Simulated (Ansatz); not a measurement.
# Si4PI: the cost of one run

Method: DFT PBE, scalar-relativistic, plane waves, PAW, in Ansatz 0.2.0.

## 1. The system as given

Symmetry: F-43m, No. 216, cubic system. The conventional cell has a = 7.734 Å, b = 7.734 Å, c = 7.734 Å, α = 90.00°, β = 90.00°, γ = 90.00°. Si (site symmetry 3m) has 6 Si at 2.73 to 2.74 Å in its first shell of neighbours. P (site symmetry -43m) has 12 Si at 3.21 Å and 4 I at 3.35 Å in its first shell of neighbours. Around I (site symmetry -43m) lie 12 Si at 3.21 Å and 4 P at 3.35 Å.

As a file:

```cif
data_structure
_symmetry_space_group_name_H-M 'F-43m'
_symmetry_Int_Tables_number 216
_cell_length_a 7.7345
_cell_length_b 7.7345
_cell_length_c 7.7345
_cell_angle_alpha 90.000
_cell_angle_beta 90.000
_cell_angle_gamma 90.000
_cell_volume 462.69
loop_
_atom_site_label
_atom_site_type_symbol
_atom_site_symmetry_multiplicity
_atom_site_Wyckoff_symbol
_atom_site_fract_x
_atom_site_fract_y
_atom_site_fract_z
_atom_site_occupancy
Si1 Si 16 e 0.62540 0.12540 0.87460 1
P1 P 4 a 0.00000 0.00000 0.00000 1
I1 I 4 d 0.25000 0.25000 0.75000 1
```

A structure generator made this guess: species swapped into a database cell of YbInCu4 (F-43m, No. 216), with I on the Yb sites, P on the In sites and Si on the Cu sites. The dimensions are guesses.

## 2. A first look at the guess

File input.yaml:

```yaml
crystal:
  lattice:
    - [0.0, 3.86724111, 3.86724111]
    - [3.86724111, 0.0, 3.86724111]
    - [3.86724111, 3.86724111, 0.0]
  atoms:
    - { symbol: Si, position: [0.12379998, 0.62540001, 0.62540001] }
    - { symbol: Si, position: [0.62540001, 0.62540001, 0.62540001] }
    - { symbol: Si, position: [0.62540001, 0.12379998, 0.62540001] }
    - { symbol: Si, position: [0.62540001, 0.62540001, 0.12379998] }
    - { symbol: P, position: [0.0, 0.0, 0.0] }
    - { symbol: I, position: [0.25, 0.25, 0.25] }
basis:
  ecutwfc: 420
kpoints:
  mp_grid: { grid: [4, 4, 4] }
hamiltonian:
  xc: pbe
scf:
  occupations: { method: gaussian, width: 0.1 }
  lower_state_search: "off"
output:
  forces: true
  stress: true
  eigenvalues: true
```

Run with:

```console
$ ansatz run input.yaml --threads 1 --pin off --max-ram 2560MiB --backend cpu --events-out ev --progress --plain --runs-dir out
```

Q: Estimate wall time and peak memory on 1 thread of Arm Neoverse N1, shared host.

About 4.7 s, with a peak of 0.32 GiB.
